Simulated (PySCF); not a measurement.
# F6P (hexafluorophosphate): the cost of one run

Programs: PySCF 2.14.0, with density-fitted response routines of our own. Each step states its level of theory. These are calculated values for one molecule in the gas phase, unless marked as measured. Atoms count from 0, in the outputs and in this text.

### Step 1. The molecule as given

7 atoms, charge -1, multiplicity 1; geometry from: GFN2-xTB. The atoms were then displaced at random by about 0.01 Å, so the start is not that level's minimum.

Bonds of the start (Å): F0–P1 1.64, P1–F2 1.62, P1–F3 1.61, P1–F4 1.63, P1–F5 1.63, P1–F6 1.64.

### Step 2. Optimising the geometry at PBE0-D3(BJ)/def2-SVP

Job settings and geometry (Å):

```
{"job": {"xc": "PBE0", "basis": "def2-SVP", "d3": "d3bj", "grid": 1, "shake": 0.01, "kind": "geom"}, "charge": -1, "multiplicity": 1}
F     -0.597870    -1.514700     0.225010
P     -0.005220    -0.003850    -0.006000
F      0.908490    -0.569310    -1.224560
F     -0.894560     0.570490     1.204680
F      1.184310    -0.337960     1.051050
F     -1.189980     0.337500    -1.071680
F      0.628790     1.488730    -0.228420
```

Started as:

```
OMP_NUM_THREADS=1 python probes_run.py task.json out
```

This one command runs all jobs of the session in turn.

**Question.** How long does this first job take on 1 thread of Arm Neoverse V2, shared host, and how much memory does it need?

About 47 s, with a peak of 0.43 GiB.
